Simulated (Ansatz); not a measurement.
# HBr with C2H2: structure and interaction energy

One table from this session's results is given with a row withheld; the runs are named, their logs left out.

The runs use Ansatz 0.2.0, Gaussian basis; PBE0-D4 structure, single points in def2-TZVPPD.

Levels: PBE-D4, revPBE-D4, BLYP-D4, r2SCAN-D4, B97M-V, PBE0-D4, B3LYP-D4, HSE06-D4, wB97X-V, wB97M-V, B2PLYP, Hartree-Fock, MP2, CCSD, CCSD(T). The reference is CCSD(T) extrapolated to the basis limit. For elements past Ar these valence bases correlate outer-core shells poorly and lack relativity, so that limit is rough.

Cores are frozen in the correlated methods. Filled d shells of the heavier atoms are correlated. B3LYP uses VWN-RPA correlation. B2PLYP carries no dispersion term here.

176 further runs of the same task are left out: 176 set aside as unsound or not needed.

**The starting structure**

The pair, from a GFN2-xTB docking trial: 6 atoms, charge 0, spin multiplicity 1.

Atoms are counted from 1 here; the program's logs count them from 0.

Bond lengths: Br1–H2 1.419 Å, C3–C4 1.196 Å, C3–H5 1.049 Å, C4–H6 1.050 Å. Angles: C4–C3–H5 179.6°, C3–C4–H6 178.2°.

Coordinates:

```xyz
6
charge 0, multiplicity 1
Br    0.3115   -1.3179   -2.3291
H     0.0965   -0.5057   -1.1858
C    -0.1865    1.0403    0.7832
C    -0.0175   -0.1308    0.9585
H    -0.3285    2.0685    0.6280
H     0.1245   -1.1543    1.1453
```

Atoms 1 to 2 are fragment A (HBr), the rest fragment B (C2H2).

The first run:

Contents of pre/in.yaml:

```yaml
crystal:
  periodic: [false, false, false]
  atoms:
    - {symbol: Br, position_ang: [0.311500, -1.317900, -2.329100]}
    - {symbol: H, position_ang: [0.096500, -0.505700, -1.185800]}
    - {symbol: C, position_ang: [-0.186500, 1.040300, 0.783200]}
    - {symbol: C, position_ang: [-0.017500, -0.130800, 0.958500]}
    - {symbol: H, position_ang: [-0.328500, 2.068500, 0.628000]}
    - {symbol: H, position_ang: [0.124500, -1.154300, 1.145300]}
basis:
  gaussian: {orbitals: def2-SVP}
hamiltonian: {xc: pbe, dispersion: d4}
relax: {f_tol: 0.03, max_steps: 250}
```

Started as:

```sh
$ ansatz run in.yaml --threads 2 --pin off --events-out ev --progress --plain --max-ram 5222MiB
```

Among the steps run: A first relaxation in a small basis; Relaxation at PBE0-D4; PBE-D4/def2-TZVPPD; r2SCAN-D4/def2-TZVPPD; PBE0-D4/def2-TZVPPD; B3LYP-D4/def2-TZVPPD; wB97X-V/def2-TZVPPD; wB97M-V/def2-TZVPPD; B2PLYP/def2-TZVPPD; BLYP-D4/def2-TZVPPD; revPBE-D4/def2-TZVPPD; B97M-V/def2-TZVPPD; HSE06-D4/def2-TZVPPD; CCSD(T)/def2-TZVPPD; MP2/def2-QZVPPD; Vibrations of the pair.

One of the session's tables, all rows but one given; the rest of the session is left out.

```
      method  interaction (kcal/mol)
      PBE-D4                   -3.40
   revPBE-D4                   -2.98
     BLYP-D4                   -2.74
   r2SCAN-D4                   -3.06
      B97M-V                   -2.72
     PBE0-D4                   -3.20
    B3LYP-D4                   -2.80
    HSE06-D4                   -3.22
     wB97X-V                   -2.53
     wB97M-V                   -2.53
      B2PLYP                       ?
Hartree-Fock                   -0.05
         MP2                   -2.65
        CCSD                   -1.62
     CCSD(T)                   -2.00
 CCSD(T)/CBS                   -2.59
```

Estimate the missing values for B2PLYP.

**Answer.** interaction (kcal/mol): -1.83. In the column «interaction (kcal/mol)» it lies between CCSD(T) (-2.00) and CCSD (-1.62).

Among the levels timed on like hardware and quicker than the yardstick, those that no quicker one beats, quickest first: PBE-D4 (5.4 s, -0.80 kcal/mol); revPBE-D4 (5.6 s, -0.38 kcal/mol); BLYP-D4 (6.5 s, -0.15 kcal/mol); wB97X-V (21 s, +0.06 kcal/mol).

For cost: wB97X-V gets within 0.06 kcal/mol in 21 s, where CCSD(T)/CBS took 2.7 min; the quickest level in the cost chart, PBE-D4, takes 5.4 s and misses by 0.80 kcal/mol.

To keep in mind: A lower arrangement may exist.
